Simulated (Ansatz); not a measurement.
# Sn: a tetragonal deformation path

This session takes Sn and sets out to follow a tetragonal deformation at fixed volume.

Method: DFT PBEsol, scalar-relativistic, plane waves, PAW, in Ansatz 0.2.0.

**1. The starting structure**

It takes space group I4_1/amd (No. 141, tetragonal). The conventional cell has a = 5.880 Å, b = 5.880 Å, c = 3.199 Å, α = 90.00°, β = 90.00°, γ = 90.00°. Sn (site symmetry -4m2) is surrounded by 6 Sn at 3.05 to 3.20 Å.

Structure file:

```cif
data_structure
_symmetry_space_group_name_H-M 'P 1'
_symmetry_Int_Tables_number 1
_cell_length_a 4.4550
_cell_length_b 4.4550
_cell_length_c 4.4550
_cell_angle_alpha 97.405
_cell_angle_beta 97.405
_cell_angle_gamma 137.923
_cell_volume 55.30
loop_
_atom_site_label
_atom_site_type_symbol
_atom_site_fract_x
_atom_site_fract_y
_atom_site_fract_z
_atom_site_occupancy
Sn1 Sn 0.75000 0.25000 0.50000 1
Sn2 Sn 0.00000 0.00000 0.00000 1
```

It goes back to an entry of the Materials Project.

No relaxation comes first: the listed cell is the starting point.

**2. The reference: the undisturbed cell on the scan's mesh**

File input.yaml:

```yaml
crystal:
  lattice:
    - [-2.9401404553, 2.9401404553, 1.5993019889]
    - [2.9401404553, -2.9401404553, 1.5993019889]
    - [2.9401404553, 2.9401404553, -1.5993019889]
  atoms:
    - { symbol: Sn, position: [0.75, 0.25, 0.5] }
    - { symbol: Sn, position: [0.0, 0.0, 0.0] }
basis:
  ecutwfc: 420
kpoints:
  mp_grid: { grid: [18, 18, 18] }
hamiltonian:
  xc: pbesol
scf:
  occupations: { method: gaussian, width: 0.15 }
output:
  forces: true
  stress: true
  eigenvalues: true
```

Run with:

```console
> ansatz run input.yaml --threads 1 --pin off --max-ram 2560MiB --backend cpu --events-out ev --progress --plain --runs-dir out
```

**3. The scan: a tetragonal deformation path**

At fixed volume and fractional coordinates, lengths along (0.000, 0.000, 1.000) are scaled against those across it; ρ is that ratio over its starting value.

**4. Point ρ = 0.850**

Changes to input.yaml since step 2:

```diff
@@ -2,5 +2,5 @@
   lattice:
-    - [-2.9401404553, 2.9401404553, 1.5993019889]
-    - [2.9401404553, -2.9401404553, 1.5993019889]
-    - [2.9401404553, 2.9401404553, -1.5993019889]
+    - [-3.1038098185, 3.1038098185, 1.4350810438]
+    - [3.1038098185, -3.1038098185, 1.4350810438]
+    - [3.1038098185, 3.1038098185, -1.4350810438]
   atoms:
```

**5. Point ρ = 1.200**

Changes to input.yaml since step 4:

```diff
@@ -2,5 +2,5 @@
   lattice:
-    - [-3.1038098185, 3.1038098185, 1.4350810438]
-    - [3.1038098185, -3.1038098185, 1.4350810438]
-    - [3.1038098185, 3.1038098185, -1.4350810438]
+    - [-2.7667780984, 2.7667780984, 1.8060009511]
+    - [2.7667780984, -2.7667780984, 1.8060009511]
+    - [2.7667780984, 2.7667780984, -1.8060009511]
   atoms:
```

**6. ρ = 0.920**

Changes to input.yaml since step 5:

```diff
@@ -2,5 +2,5 @@
   lattice:
-    - [-2.7667780984, 2.7667780984, 1.8060009511]
-    - [2.7667780984, -2.7667780984, 1.8060009511]
-    - [2.7667780984, 2.7667780984, -1.8060009511]
+    - [-3.0230045586, 3.0230045586, 1.5128261709]
+    - [3.0230045586, -3.0230045586, 1.5128261709]
+    - [3.0230045586, 3.0230045586, -1.5128261709]
   atoms:
```

**7. ρ = 1.100**

Changes to input.yaml since step 6:

```diff
@@ -2,5 +2,5 @@
   lattice:
-    - [-3.0230045586, 3.0230045586, 1.5128261709]
-    - [3.0230045586, -3.0230045586, 1.5128261709]
-    - [3.0230045586, 3.0230045586, -1.5128261709]
+    - [-2.8482002233, 2.8482002233, 1.7042197766]
+    - [2.8482002233, -2.8482002233, 1.7042197766]
+    - [2.8482002233, 2.8482002233, -1.7042197766]
   atoms:
```

**8. At ρ = 0.960**

Changes to input.yaml since step 7:

```diff
@@ -2,5 +2,5 @@
   lattice:
-    - [-2.8482002233, 2.8482002233, 1.7042197766]
-    - [2.8482002233, -2.8482002233, 1.7042197766]
-    - [2.8482002233, 2.8482002233, -1.7042197766]
+    - [-2.9804213574, 2.9804213574, 1.5563644397]
+    - [2.9804213574, -2.9804213574, 1.5563644397]
+    - [2.9804213574, 2.9804213574, -1.5563644397]
   atoms:
```

**9. ρ = 1.050**

Changes to input.yaml since step 8:

```diff
@@ -2,5 +2,5 @@
   lattice:
-    - [-2.9804213574, 2.9804213574, 1.5563644397]
-    - [2.9804213574, -2.9804213574, 1.5563644397]
-    - [2.9804213574, 2.9804213574, -1.5563644397]
+    - [-2.8927105411, 2.8927105411, 1.6521773982]
+    - [2.8927105411, -2.8927105411, 1.6521773982]
+    - [2.8927105411, 2.8927105411, -1.6521773982]
   atoms:
```

**10. Point ρ = 0.800**

Changes to input.yaml since step 9:

```diff
@@ -2,5 +2,5 @@
   lattice:
-    - [-2.8927105411, 2.8927105411, 1.6521773982]
-    - [2.8927105411, -2.8927105411, 1.6521773982]
-    - [2.8927105411, 2.8927105411, -1.6521773982]
+    - [-3.1671702952, 3.1671702952, 1.3782366739]
+    - [3.1671702952, -3.1671702952, 1.3782366739]
+    - [3.1671702952, 3.1671702952, -1.3782366739]
   atoms:
```

**11. Point ρ = 1.300**

Changes to input.yaml since step 10:

```diff
@@ -2,5 +2,5 @@
   lattice:
-    - [-3.1671702952, 3.1671702952, 1.3782366739]
-    - [3.1671702952, -3.1671702952, 1.3782366739]
-    - [3.1671702952, 3.1671702952, -1.3782366739]
+    - [-2.6939340552, 2.6939340552, 1.9049900525]
+    - [2.6939340552, -2.6939340552, 1.9049900525]
+    - [2.6939340552, 2.6939340552, -1.9049900525]
   atoms:
```

(Steps that only read results are left out.)

What does the calculation give? Wanted: highest point.

The runs gave:

| quantity | value |
| --- | --- |
| highest point | 227.7 meV/atom at ρ = 0.800 |

In words: The undisturbed cell stays the lowest of the sampled points. No further minimum shows among the sampled points.
